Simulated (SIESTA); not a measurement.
## Mo3Pt under changes of volume

One of the cells (16.004 Å³/atom); the others are scaled copies at fixed shape and fractional positions:

```
CELL_PARAMETERS angstrom
4.00030 0.00000 0.00000
0.00000 4.00030 0.00000
0.00000 0.00000 4.00030
ATOMIC_POSITIONS crystal
Pt 0.00000 0.00000 0.00000
Mo 0.50000 0.50000 0.00000
Mo 0.50000 0.00000 0.50000
Mo 0.00000 0.50000 0.50000
```

The cell comes from a database or a generator and needn't be the stable form of this composition.

| Quantity | Value |
| --- | --- |
| Program | SIESTA 5.4.2 |
| Functional | PBEsol |
| Potentials or basis | PseudoDojo 0.4 standard (PBEsol files) |
| Basis | DZP (energy shift 0.003 Ry; two zetas on semicore shells) |
| Grid cutoff | 800 Ry |
| Energy shift | 0.003 Ry |
| k mesh | 7 × 7 × 7 |
| Occupations | fermi-dirac, width 0.05 eV |
| Spin | no spin polarisation |

```csv
volume (Å³/atom),energy over the lowest point (meV/atom),pressure (GPa)
14.748,?,?
15.062,2.46,4.4
15.376,0.00,-1.8
16.004,28.47,-12.4
16.317,57.18,-16.7
16.631,93.67,-20.5
```

Question: What does the run at 14.748 Å³/atom give?

Answer: Energy over the lowest point 17.64 meV/atom; pressure 11.2 GPa.

Worked out: A Birch-Murnaghan fit of order 3 (a polynomial in V^(-2/3)) to the other rows has its minimum at 15.28 Å³/atom with B0 = V·E''(V) = 300 GPa and B' = 5.0. It gives 18.21 meV/atom at 14.748 Å³/atom, against the run's 17.64, and -dE/dV = 11.7 GPa, against 11.2.

Energies are extrapolated to zero smearing.

Caveats: short orbitals over semicore shells can move pressures by several GPa; the basis of atomic orbitals isn't converged, which shifts pressures, moduli and gaps.
